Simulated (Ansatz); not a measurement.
# ZrCl (quartet): wave-function methods side by side, def2-TZVPP

The task here is to estimate one member of a computed series from the others.

The runs use Ansatz 0.2.0, Gaussian basis; def2-TZVPP, core rule «outside noble gas», up to 9 orbitals frozen.

To be run: UHF; ROHF; CCSD(T) on UHF.

### What is computed

The geometry is a PBE0/def2-TZVP stationary point (not a proven minimum) of the parent state, kept for this charge and spin. No spin-orbit coupling is included. Elements past krypton take def2 core potentials.

2 atoms, charge 0, spin multiplicity 4.

Atoms are counted from 1 here; the program's logs count them from 0.

Bond lengths: Zr1–Cl2 3.133 Å.

Coordinates:

```
Zr    0.0000    0.0000    0.0000
Cl    0.0000    0.0000    3.1330
```

Set-up of the first run:

The input, in.yaml:

```yaml
crystal:
  periodic: [false, false, false]
  atoms:
    - {symbol: Zr, position_ang: [0.000000, 0.000000, 0.000000]}
    - {symbol: Cl, position_ang: [0.000000, 0.000000, 3.133000]}
basis:
  gaussian: {orbitals: def2-TZVPP}
magnetization: {spin_polarized: true, initial_magnetization: 3}
hamiltonian: {xc: hf}
output: {orbitals: {seedname: orbitals}}
```

Run with:

```
$ ansatz run in.yaml --threads 1 --pin off --events-out ev --progress --plain --max-ram 4096MiB --backend cpu
```

Among the steps run: UHF; ROHF; CCSD(T) on UHF.

One of the session's tables, all rows but one given; the rest of the session is left out.

```
  method  from UCCSD(T) (kJ/mol)
    ROHF                  +674.5
     UHF                  +661.5
    UMP2                       ?
   UCCSD                   +26.8
UCCSD(T)                       0
```

Q: Estimate the row for UMP2 from the others.

**Answer.** from UCCSD(T) (kJ/mol): +82.7. In the column «from UCCSD(T) (kJ/mol)» it lies between UCCSD (+26.8) and UHF (+661.5).
